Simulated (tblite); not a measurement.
# C7H12O: the cost of one run

Programs: tblite 0.8.0 and PySCF 2.14.0, with density-fitted response routines of our own. Each step states its level of theory. These are calculated values for one molecule in the gas phase, unless marked as measured. Atoms count from 0, in the outputs and in this text.

## Step 1: Starting geometry

20 atoms, charge 0, multiplicity 1; geometry from: force field or distance geometry start.

Bonds of the start (Å): C0–C1 1.33, C1–C2 1.52, C1–C3 1.48, C3–C4 1.49, C4–C5 1.49, C5–O6 1.44, O6–C7 1.42, C5–C3 1.51, C0–H8 1.08, C0–H9 1.09, C2–H10 1.09, C2–H11 1.09, C2–H12 1.11, C3–H13 1.09, C4–H14 1.09, C4–H15 1.08, C5–H16 1.10, C7–H17 1.09, C7–H18 1.09, C7–H19 1.10.

## Step 2: Optimising the geometry with GFN2-xTB

The job: settings as JSON, then the geometry in Å.

```
{"job": {"kind": "relax", "xc": "GFN2-xTB", "basis": "xTB"}, "charge": 0, "multiplicity": 1}
C     -2.291400     1.015300    -0.474900
C     -1.446900     0.346100     0.300100
C     -1.831300    -0.995000     0.894700
C     -0.125000     0.870900     0.715200
C      0.806700     1.444200    -0.300300
C      1.156300     0.151800     0.361700
O      1.068300    -1.020700    -0.469400
C      2.300300    -1.341000    -1.101500
H     -2.039300     1.990700    -0.873100
H     -3.275900     0.613200    -0.733900
H     -1.243500    -1.801400     0.461900
H     -1.700600    -0.993100     1.978800
H     -2.898800    -1.223600     0.711100
H     -0.141500     1.354600     1.689900
H      1.369200     2.337800    -0.033100
H      0.524900     1.408800    -1.341700
H      1.939700     0.173100     1.126600
H      2.611700    -0.529700    -1.754100
H      2.140700    -2.235100    -1.712200
H      3.071400    -1.556200    -0.354100
```

Run with:

```bash
$ OMP_NUM_THREADS=1 python probes_run.py task.json out
```

This one command runs all jobs of the session in turn.

Q: Estimate the wall time and peak memory of this first job on 1 thread of Intel Xeon at 2.50GHz, shared host.

About 2 s, with a peak of 0.18 GiB.
